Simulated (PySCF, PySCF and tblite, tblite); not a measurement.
# C₃H₁₂AsNSi₂: conformers and averaged spectra, part 2 of 3

PySCF and tblite. Atoms count from 0. Earlier steps stand in the parts before.

## 6. Shieldings, conformer 3: PBE0/pcSseg-1 in water

Job settings and geometry (Å):

```
{"job": {"xc": "PBE0", "basis": "pcSseg-1", "solvent": "water", "kind": "nmr", "pop": false}, "charge": 0, "multiplicity": 1}
C      3.038536     0.089115    -0.591878
C      1.867520     0.639133     0.214671
C      0.802825    -0.420395     0.481818
As    -0.710108     0.341675     1.548509
Si    -2.332259    -1.277002     1.016490
N     -2.977262    -0.164326    -0.153454
Si    -1.944055     1.231687    -0.244618
H      3.512947    -0.734958    -0.062308
H      2.696457    -0.277593    -1.557756
H      3.784815     0.862201    -0.762576
H      1.414868     1.476602    -0.327984
H      2.235803     1.028558     1.170450
H      1.249390    -1.248710     1.043690
H      0.438093    -0.827575    -0.465370
H     -1.896568    -2.523896     0.360115
H     -3.366225    -1.618630     2.004598
H     -3.783656    -0.332038    -0.733299
H     -2.733789     2.456767    -0.049463
H     -1.307135     1.308636    -1.573465
```

What it wrote:

```text
coarse grid: 70480 points
cycle   1  E = -2990.1276968904  dE = -2.773e-01  |g| = 8.461e-01  |ddm| = 4.044e+00
cycle   2  E = -2990.0643754242  dE =  6.332e-02  |g| = 8.793e-01  |ddm| = 1.217e+00
cycle   3  E = -2990.1992434328  dE = -1.349e-01  |g| = 2.028e-01  |ddm| = 8.972e-01
cycle   4  E = -2990.2078062518  dE = -8.563e-03  |g| = 4.471e-02  |ddm| = 1.974e-01
cycle   5  E = -2990.2081201455  dE = -3.139e-04  |g| = 1.259e-02  |ddm| = 4.378e-02
cycle   6  E = -2990.2081605699  dE = -4.042e-05  |g| = 2.500e-03  |ddm| = 1.454e-02
cycle   7  E = -2990.2081620001  dE = -1.430e-06  |g| = 1.031e-03  |ddm| = 3.036e-03
final grid: 146008 points
cycle   8  E = -2990.2082650396  dE =  9.078e-08  |g| = 1.314e-03  |ddm| = 2.659e-03
cycle   9  E = -2990.2082647248  dE =  3.148e-07  |g| = 1.723e-03  |ddm| = 2.424e-03
cycle  10  E = -2990.2082654755  dE = -7.508e-07  |g| = 1.169e-04  |ddm| = 1.384e-03
cycle  11  E = -2990.2082654790  dE = -3.447e-09  |g| = 1.735e-05  |ddm| = 1.167e-04
cycle  12  E = -2990.2082654790  dE = -4.093e-11  |g| = 4.695e-06  |ddm| = 1.715e-05
converged SCF energy = -2990.2082654790

GIAO shielding tensors (ppm)
atom      isotropic    diamagn.    paramagn.     s11        s22        s33       span
  0 C      168.209     245.485     -77.276    154.177    161.079    189.372     35.195
  1 C      156.428     247.802     -91.373    140.075    153.887    175.322     35.247
  2 C      156.310     251.096     -94.786    134.576    157.202    177.151     42.575
  3 As    1668.718    2881.024   -1212.306   1419.406   1729.699   1857.050    437.644
  4 Si     359.120     879.493    -520.373    326.955    339.321    411.085     84.130
  5 N      248.070     324.765     -76.695    206.907    217.144    320.158    113.251
  6 Si     356.485     879.326    -522.841    326.217    335.277    407.960     81.743
  7 H       30.633      28.534       2.099     26.394     28.767     36.737     10.343
  8 H       30.614      29.668       0.946     26.097     29.209     36.535     10.438
  9 H       30.326      27.029       3.297     25.446     27.355     38.176     12.730
 10 H       30.242      32.446      -2.203     24.423     32.327     33.977      9.553
 11 H       30.036      31.213      -1.177     24.058     31.141     34.909     10.851
 12 H       29.624      32.887      -3.263     23.931     29.164     35.776     11.845
 13 H       29.272      34.442      -5.171     23.151     30.289     34.376     11.225
 14 H       25.923      29.573      -3.650     22.973     23.557     31.239      8.266
 15 H       25.998      28.450      -2.452     22.456     23.458     32.080      9.624
 16 H       31.830      29.700       2.130     21.963     26.525     47.002     25.039
 17 H       26.002      28.861      -2.859     22.397     23.673     31.937      9.540
 18 H       25.956      30.190      -4.235     22.717     24.300     30.850      8.133
```

It took 45 s on 1 thread of Intel Xeon Platinum 8488C, shared host; peak memory 1.4 GiB.

This run: HOMO -6.85 eV, LUMO -0.69 eV; dipole 1.90 D.

## 7. The ensemble: properties at PBE0/pcSseg-1 in water

Job settings and geometry (Å):

```
{"job": {"study": "conf", "smiles": "CCC[As]1[SiH2]N[SiH2]1", "search": {"seed": 8991, "n_embed": 90, "ff_keep": 18, "window": 3.0, "nmax": 4, "temps": [200, 250, 298.15, 350, 400], "t_ref": 298.15, "order": 0.0005}, "level": {"nmr": {"xc": "PBE0", "basis": "pcSseg-1", "solvent": "water"}}, "kind": "conf"}, "charge": 0, "multiplicity": 1}
C      3.038536     0.089115    -0.591878
C      1.867520     0.639133     0.214671
C      0.802825    -0.420395     0.481818
As    -0.710108     0.341675     1.548509
Si    -2.332259    -1.277002     1.016490
N     -2.977262    -0.164326    -0.153454
Si    -1.944055     1.231687    -0.244618
H      3.512947    -0.734958    -0.062308
H      2.696457    -0.277593    -1.557756
H      3.784815     0.862201    -0.762576
H      1.414868     1.476602    -0.327984
H      2.235803     1.028558     1.170450
H      1.249390    -1.248710     1.043690
H      0.438093    -0.827575    -0.465370
H     -1.896568    -2.523896     0.360115
H     -3.366225    -1.618630     2.004598
H     -3.783656    -0.332038    -0.733299
H     -2.733789     2.456767    -0.049463
H     -1.307135     1.308636    -1.573465
```

What it wrote:

```text
conformer  sym    E(xTB)   E(DFT)   G(298.15 K)  weight  dipole/D
    1     C1      0.033    0.386    0.399   0.2466    1.941
    2     C1      0.000    0.120    0.345   0.2701    1.901
    3     C1      0.570    0.000    0.000   0.4833    1.899

mean shielding (ppm) by class
class atoms           200 K      250 K   298.15 K      350 K      400 K
  0 C  0            169.193    169.253    169.293    169.325    169.349
  1 C  1            157.477    157.546    157.593     157.63    157.658
  2 C  2            156.058    156.035     156.02    156.008    155.999
  3 As 3           1678.697   1679.161    1679.47   1679.716   1679.901
  4 Si 4,6          357.627    357.635    357.642    357.647     357.65
  5 N  5            248.165    248.173    248.179    248.183    248.187
  6 H  7,8,9           30.6     30.601     30.602     30.602     30.603
  7 H  10,11         30.025     30.019     30.015     30.012      30.01
  8 H  12,13         29.303     29.295     29.291     29.287     29.284
  9 H  14,15,17       25.96      25.96      25.96      25.96      25.96
 10 H  16            31.854     31.854     31.855     31.855     31.855
```

Wall time 2.5 min (1 thread of Intel Xeon Platinum 8488C, shared host). This counts the runs that the step sums up.

The search (ETKDG, UFF, GFN2-xTB) embedded 90 structures, kept 6 distinct ones after the force field and 3 after xTB; 3 were carried on (window 3.0 kcal/mol at the search's own energies). Energies: PBE0/pcSseg-1 in water with D3(BJ).

The conformers at 298 K:

| no. | group | mirror pair | ΔE xTB | ΔE DFT | ΔG | weight (%) | μ (D) | C0–C1–C2–As3 (°) | C1–C2–As3–Si4 (°) | A, B, C (GHz) |
| --- | --- | --- | --- | --- | --- | --- | --- | --- | --- | --- |
| 1 | C1 | yes | 0.03 | 0.39 | 0.40 | 24.7 | 1.94 | 62 | 81 | 2.25, 0.84, 0.75 |
| 2 | C1 | yes | 0.00 | 0.12 | 0.34 | 27.0 | 1.90 | 63 | -176 | 2.06, 0.90, 0.76 |
| 3 | C1 | yes | 0.57 | 0.00 | 0.00 | 48.3 | 1.90 | 180 | 160 | 2.02, 0.76, 0.71 |

Energies in kcal/mol. ΔG holds xTB vibrations and rotation, symmetry numbers and mirror pairs.

Weights (%) by temperature:

| no. | 200 K | 250 K | 298 K | 350 K | 400 K |
| --- | --- | --- | --- | --- | --- |
| 3 | 52.5 | 50.0 | 48.3 | 47.0 | 46.0 |
| 2 | 27.1 | 27.1 | 27.0 | 26.9 | 26.9 |
| 1 | 20.3 | 22.9 | 24.7 | 26.1 | 27.1 |

How the weights hang on the way they are made:

| scheme | 3 | 2 | 1 | mean μ (D) |
| --- | --- | --- | --- | --- |
| DFT free energy | 48 | 27 | 25 | 1.91 |
| DFT energy, symmetry counted | 43 | 35 | 22 | 1.91 |
| DFT energy alone | 43 | 35 | 22 | 1.91 |
| xTB energy, symmetry counted | 16 | 43 | 41 | 1.92 |
| xTB free energy | 19 | 34 | 46 | 1.92 |
| lowest conformer only | 100 | 0 | 0 | 1.90 |
| equal weights | 33 | 33 | 33 | 1.91 |
| conformers found from three starts alone | 100 | 0 | 0 | 1.90 |

Shifts against references run at the same level (¹³C TMS 187.9, ¹⁵N NH3 270.6, ²⁹Si TMS 348.9, ¹H TMS 31.69 ppm of shielding), by class of atoms, at 298 K:

| atoms | environment | no. 3 | no. 2 | no. 1 | average |
| --- | --- | --- | --- | --- | --- |
| C2 | sp3 CH2 bonded to As | 31.6 | 31.8 | 32.5 | 31.9 |
| C1 | sp3 CH2 | 31.5 | 29.6 | 28.7 | 30.3 |
| C0 | methyl carbon | 19.7 | 17.8 | 17.3 | 18.6 |
| H14, H15, H17, H18 | hydrogen on a silicon bonded to As, N, in a 4-membered ring | 5.72 | 5.76 | 5.72 | 5.73 |
| H12, H13 | hydrogen on an sp3 CH2 bonded to As | 2.24 | 2.56 | 2.53 | 2.40 |
| H10, H11 | hydrogen on an sp3 CH2 | 1.55 | 1.81 | 1.77 | 1.68 |
| H7, H8, H9 | hydrogen on a methyl carbon | 1.17 | 0.93 | 1.11 | 1.09 |
| H16 | hydrogen on a nitrogen bonded to 2 Si, in a 4-membered ring | -0.14 | -0.23 | -0.14 | -0.16 |
| As3 | arsenic bonded to C, 2 Si, in a 4-membered ring | 1669 (σ) | 1692 (σ) | 1687 (σ) | 1679 (σ) |
| Si4, Si6 | silicon bonded to As, N, 2 H, in a 4-membered ring | -8.9 | -8.0 | -9.2 | -8.7 |
| N5 | nitrogen bonded to 2 Si, H, in a 4-membered ring | 22.6 | 22.5 | 22.2 | 22.4 |

Effective distances for nuclear Overhauser effects, ⟨r⁻⁶⟩^(−1/6) over all pairs of two classes (Å): H7···H10 2.60; H10···H12 2.61; H7···H12 3.03; H14···H16 3.07; H12···H14 3.56; H10···H14 4.18; H7···H14 4.71.

## 8. Shieldings, conformer 1: B97-D/pcSseg-1 in dichloromethane

Job settings and geometry (Å):

```
{"job": {"xc": "B97-D", "basis": "pcSseg-1", "solvent": "dichloromethane", "kind": "nmr", "pop": false}, "charge": 0, "multiplicity": 1}
C      2.782321     0.891069     0.344946
C      1.935894     0.064817    -0.614103
C      0.856781    -0.730042     0.115649
As    -0.458881     0.435469     1.082694
Si    -1.811579     0.995073    -0.755813
N     -2.941007    -0.212273    -0.219346
Si    -2.251762    -1.082444     1.118820
H      3.271388     0.245712     1.072615
H      3.546303     1.447267    -0.193591
H      2.149391     1.600169     0.883930
H      2.585710    -0.622425    -1.165882
H      1.463168     0.730888    -1.343577
H      1.332444    -1.392597     0.848148
H      0.326491    -1.364938    -0.600398
H     -2.466956     2.311012    -0.801372
H     -1.329293     0.682279    -2.114963
H     -3.820093    -0.425621    -0.662336
H     -1.991754    -2.485693     0.744982
H     -3.188369    -1.078471     2.252137
```

What it wrote:

```text
coarse grid: 70480 points
cycle   1  E = -2991.7786592302  dE = -3.657e-01  |g| = 9.189e-01  |ddm| = 4.077e+00
cycle   2  E = -2991.4311160189  dE =  3.475e-01  |g| = 1.414e+00  |ddm| = 2.293e+00
cycle   3  E = -2991.8971662913  dE = -4.661e-01  |g| = 3.085e-01  |ddm| = 1.919e+00
cycle   4  E = -2991.9160564693  dE = -1.889e-02  |g| = 1.058e-01  |ddm| = 3.593e-01
cycle   5  E = -2991.9185411636  dE = -2.485e-03  |g| = 3.639e-02  |ddm| = 1.242e-01
cycle   6  E = -2991.9188504632  dE = -3.093e-04  |g| = 1.103e-02  |ddm| = 4.304e-02
cycle   7  E = -2991.9188825135  dE = -3.205e-05  |g| = 3.042e-03  |ddm| = 1.177e-02
cycle   8  E = -2991.9188841971  dE = -1.684e-06  |g| = 4.666e-04  |ddm| = 2.530e-03
final grid: 146008 points
cycle   9  E = -2991.9187910325  dE = -3.259e-07  |g| = 6.038e-04  |ddm| = 3.804e-03
cycle  10  E = -2991.9187909361  dE =  9.644e-08  |g| = 8.732e-04  |ddm| = 1.455e-03
cycle  11  E = -2991.9187911139  dE = -1.778e-07  |g| = 1.027e-04  |ddm| = 8.656e-04
cycle  12  E = -2991.9187911164  dE = -2.470e-09  |g| = 2.993e-05  |ddm| = 1.197e-04
cycle  13  E = -2991.9187911166  dE = -2.055e-10  |g| = 8.540e-06  |ddm| = 3.783e-05
converged SCF energy = -2991.9187911166

GIAO shielding tensors (ppm)
atom      isotropic    diamagn.    paramagn.     s11        s22        s33       span
  0 C      164.057     247.130     -83.073    151.800    161.521    178.850     27.051
  1 C      151.208     247.643     -96.435    144.270    145.965    163.389     19.119
  2 C      146.178     250.710    -104.532    125.523    150.540    162.471     36.948
  3 As    1567.649    2883.308   -1315.660   1297.853   1597.978   1807.115    509.261
  4 Si     354.544     880.785    -526.241    318.747    336.042    408.844     90.097
  5 N      241.304     323.839     -82.535    199.449    213.984    310.478    111.029
  6 Si     353.460     880.736    -527.275    319.776    335.166    405.440     85.664
  7 H       31.072      29.360       1.712     27.451     28.695     37.070      9.619
  8 H       30.651      27.583       3.068     26.381     27.742     37.830     11.448
  9 H       30.247      31.250      -1.004     24.088     32.843     33.809      9.720
 10 H       29.610      29.889      -0.279     24.125     28.083     36.621     12.496
 11 H       30.303      32.901      -2.598     25.707     30.451     34.751      9.044
 12 H       29.657      32.630      -2.973     24.579     28.413     35.979     11.399
 13 H       28.726      34.020      -5.294     22.382     29.211     34.586     12.204
 14 H       26.141      29.384      -3.243     22.548     23.945     31.930      9.382
 15 H       26.019      30.788      -4.769     22.729     24.434     30.894      8.165
 16 H       32.023      29.739       2.284     22.407     27.171     46.491     24.084
 17 H       26.042      30.033      -3.991     23.178     23.626     31.322      8.144
 18 H       26.087      28.844      -2.757     22.658     23.577     32.026      9.368
```

It took 33 s on 1 thread of Intel Xeon Platinum 8488C, shared host; peak memory 1.3 GiB.

Key values: HOMO -5.64 eV, LUMO -1.31 eV; dipole 1.67 D.

## 9. Single-point energy, conformer 1: HSE06/pcseg-1 in dichloromethane

The job, as its differences from that of step 8:

```diff
@@ -1,2 +1,2 @@
-{"job": {"xc": "B97-D", "basis": "pcSseg-1", "solvent": "dichloromethane", "kind": "nmr", "pop": false}, "charge": 0, "multiplicity": 1}
+{"job": {"xc": "HSE06", "basis": "pcseg-1", "solvent": "dichloromethane", "kind": "sp"}, "charge": 0, "multiplicity": 1}
 C      2.782321     0.891069     0.344946
```

What it wrote:

```text
coarse grid: 70480 points
cycle   1  E = -2990.1364293014  dE = -2.397e-01  |g| = 5.115e-01  |ddm| = 4.374e+00
cycle   2  E = -2990.0608974678  dE =  7.553e-02  |g| = 7.576e-01  |ddm| = 1.366e+00
cycle   3  E = -2990.1993485838  dE = -1.385e-01  |g| = 8.020e-02  |ddm| = 8.774e-01
cycle   4  E = -2990.2006230421  dE = -1.274e-03  |g| = 3.664e-02  |ddm| = 1.245e-01
cycle   5  E = -2990.2009687850  dE = -3.457e-04  |g| = 6.860e-03  |ddm| = 4.213e-02
cycle   6  E = -2990.2009798775  dE = -1.109e-05  |g| = 2.984e-03  |ddm| = 1.058e-02
cycle   7  E = -2990.2009823330  dE = -2.455e-06  |g| = 4.027e-04  |ddm| = 3.402e-03
final grid: 146008 points
cycle   8  E = -2990.2009213293  dE =  1.211e-09  |g| = 7.897e-04  |ddm| = 2.434e-03
cycle   9  E = -2990.2009211942  dE =  1.350e-07  |g| = 1.169e-03  |ddm| = 1.899e-03
cycle  10  E = -2990.2009215087  dE = -3.145e-07  |g| = 6.307e-05  |ddm| = 1.147e-03
cycle  11  E = -2990.2009215100  dE = -1.312e-09  |g| = 8.672e-06  |ddm| = 9.948e-05
cycle  12  E = -2990.2009215100  dE = -4.093e-12  |g| = 2.101e-06  |ddm| = 1.703e-05
converged SCF energy = -2990.2009215100
```

It took 20 s on 1 thread of Intel Xeon Platinum 8488C, shared host; peak memory 1.1 GiB.

Key values: HOMO -6.35 eV, LUMO -1.11 eV; dipole 1.82 D.

## 10. Shieldings, conformer 2: B97-D/pcSseg-1 in dichloromethane

Job settings and geometry (Å):

```
{"job": {"xc": "B97-D", "basis": "pcSseg-1", "solvent": "dichloromethane", "kind": "nmr", "pop": false}, "charge": 0, "multiplicity": 1}
C      2.305193     0.492019     1.089446
C      2.021618    -0.953923     0.706297
C      0.558561    -1.174469     0.331243
As     0.004089    -0.125905    -1.286490
Si    -2.270103    -0.708738    -1.265081
N     -2.611191     0.866498    -0.613146
Si    -1.111207     1.660841    -0.238142
H      2.094534     1.151017     0.243539
H      1.678296     0.795877     1.925550
H      3.347599     0.617158     1.374766
H      2.288828    -1.608504     1.542323
H      2.654385    -1.228656    -0.144748
H     -0.083527    -0.932762     1.182845
H      0.409453    -2.236547     0.102857
H     -2.993990    -0.889718    -2.531872
H     -2.713962    -1.763032    -0.333721
H     -3.528708     1.221003    -0.396632
H     -0.977986     1.830680     1.221759
H     -1.081685     2.996411    -0.854052
```

What it wrote:

```text
coarse grid: 70480 points
cycle   1  E = -2991.7787138275  dE = -3.658e-01  |g| = 9.189e-01  |ddm| = 4.078e+00
cycle   2  E = -2991.4321445920  dE =  3.466e-01  |g| = 1.413e+00  |ddm| = 2.279e+00
cycle   3  E = -2991.8970605940  dE = -4.649e-01  |g| = 3.088e-01  |ddm| = 1.908e+00
cycle   4  E = -2991.9160062861  dE = -1.895e-02  |g| = 1.060e-01  |ddm| = 3.602e-01
cycle   5  E = -2991.9185033802  dE = -2.497e-03  |g| = 3.669e-02  |ddm| = 1.248e-01
cycle   6  E = -2991.9188192174  dE = -3.158e-04  |g| = 1.093e-02  |ddm| = 4.356e-02
cycle   7  E = -2991.9188507728  dE = -3.156e-05  |g| = 3.076e-03  |ddm| = 1.180e-02
cycle   8  E = -2991.9188524935  dE = -1.721e-06  |g| = 4.609e-04  |ddm| = 2.582e-03
final grid: 146008 points
cycle   9  E = -2991.9187689065  dE = -2.358e-07  |g| = 5.897e-04  |ddm| = 3.305e-03
cycle  10  E = -2991.9187688203  dE =  8.617e-08  |g| = 8.312e-04  |ddm| = 1.586e-03
cycle  11  E = -2991.9187689915  dE = -1.712e-07  |g| = 8.979e-05  |ddm| = 9.272e-04
cycle  12  E = -2991.9187689936  dE = -2.040e-09  |g| = 2.910e-05  |ddm| = 1.137e-04
cycle  13  E = -2991.9187689938  dE = -2.528e-10  |g| = 7.500e-06  |ddm| = 3.811e-05
converged SCF energy = -2991.9187689938

GIAO shielding tensors (ppm)
atom      isotropic    diamagn.    paramagn.     s11        s22        s33       span
  0 C      163.732     248.909     -85.177    153.836    160.589    176.771     22.934
  1 C      150.634     246.731     -96.097    141.962    146.349    163.591     21.629
  2 C      146.970     250.019    -103.049    124.704    152.508    163.699     38.995
  3 As    1573.196    2883.319   -1310.123   1353.016   1646.475   1720.096    367.080
  4 Si     354.808     880.877    -526.069    317.136    338.267    409.021     91.885
  5 N      241.096     323.924     -82.828    198.222    210.644    314.421    116.199
  6 Si     350.852     880.817    -529.965    317.779    330.916    403.861     86.082
  7 H       30.843      32.322      -1.480     25.612     33.248     33.667      8.055
  8 H       31.075      31.703      -0.628     27.193     29.635     36.397      9.204
  9 H       30.590      27.750       2.841     26.296     27.562     37.912     11.616
 10 H       29.639      28.877       0.762     24.443     27.802     36.673     12.231
 11 H       30.225      30.422      -0.197     26.036     28.827     35.812      9.776
 12 H       29.133      34.003      -4.870     23.746     29.082     34.571     10.825
 13 H       29.185      31.721      -2.536     22.800     28.924     35.830     13.030
 14 H       26.094      28.890      -2.796     22.609     23.613     32.060      9.451
 15 H       26.027      30.075      -4.048     23.210     23.655     31.216      8.006
 16 H       32.103      30.000       2.104     22.469     27.141     46.700     24.231
 17 H       25.967      31.013      -5.046     22.476     24.875     30.551      8.075
 18 H       26.066      29.446      -3.380     22.526     23.938     31.734      9.208
```

It took 36 s on 1 thread of Intel Xeon Platinum 8488C, shared host; peak memory 1.4 GiB.

Key values: HOMO -5.72 eV, LUMO -1.29 eV; dipole 1.64 D.

## 11. Single-point energy, conformer 2: HSE06/pcseg-1 in dichloromethane

The job, as its differences from that of step 10:

```diff
@@ -1,2 +1,2 @@
-{"job": {"xc": "B97-D", "basis": "pcSseg-1", "solvent": "dichloromethane", "kind": "nmr", "pop": false}, "charge": 0, "multiplicity": 1}
+{"job": {"xc": "HSE06", "basis": "pcseg-1", "solvent": "dichloromethane", "kind": "sp"}, "charge": 0, "multiplicity": 1}
 C      2.305193     0.492019     1.089446
```

What it wrote:

```text
coarse grid: 70480 points
cycle   1  E = -2990.1365718300  dE = -2.395e-01  |g| = 5.115e-01  |ddm| = 4.375e+00
cycle   2  E = -2990.0609376228  dE =  7.563e-02  |g| = 7.579e-01  |ddm| = 1.357e+00
cycle   3  E = -2990.1993846115  dE = -1.384e-01  |g| = 8.028e-02  |ddm| = 8.710e-01
cycle   4  E = -2990.2006648135  dE = -1.280e-03  |g| = 3.664e-02  |ddm| = 1.246e-01
cycle   5  E = -2990.2010109835  dE = -3.462e-04  |g| = 7.022e-03  |ddm| = 4.231e-02
cycle   6  E = -2990.2010228901  dE = -1.191e-05  |g| = 2.926e-03  |ddm| = 1.088e-02
cycle   7  E = -2990.2010252413  dE = -2.351e-06  |g| = 4.301e-04  |ddm| = 3.382e-03
final grid: 146008 points
cycle   8  E = -2990.2010095822  dE =  1.454e-08  |g| = 8.106e-04  |ddm| = 2.466e-03
cycle   9  E = -2990.2010093877  dE =  1.945e-07  |g| = 1.202e-03  |ddm| = 1.940e-03
cycle  10  E = -2990.2010097588  dE = -3.711e-07  |g| = 6.278e-05  |ddm| = 1.179e-03
cycle  11  E = -2990.2010097602  dE = -1.334e-09  |g| = 7.922e-06  |ddm| = 1.014e-04
cycle  12  E = -2990.2010097602  dE = -2.137e-11  |g| = 2.461e-06  |ddm| = 1.658e-05
converged SCF energy = -2990.2010097602
```

Wall time 20 s (1 thread of Intel Xeon Platinum 8488C, shared host); peak memory 1.1 GiB.

Key values: HOMO -6.43 eV, LUMO -1.10 eV; dipole 1.79 D.

[end of part 2 of 3]
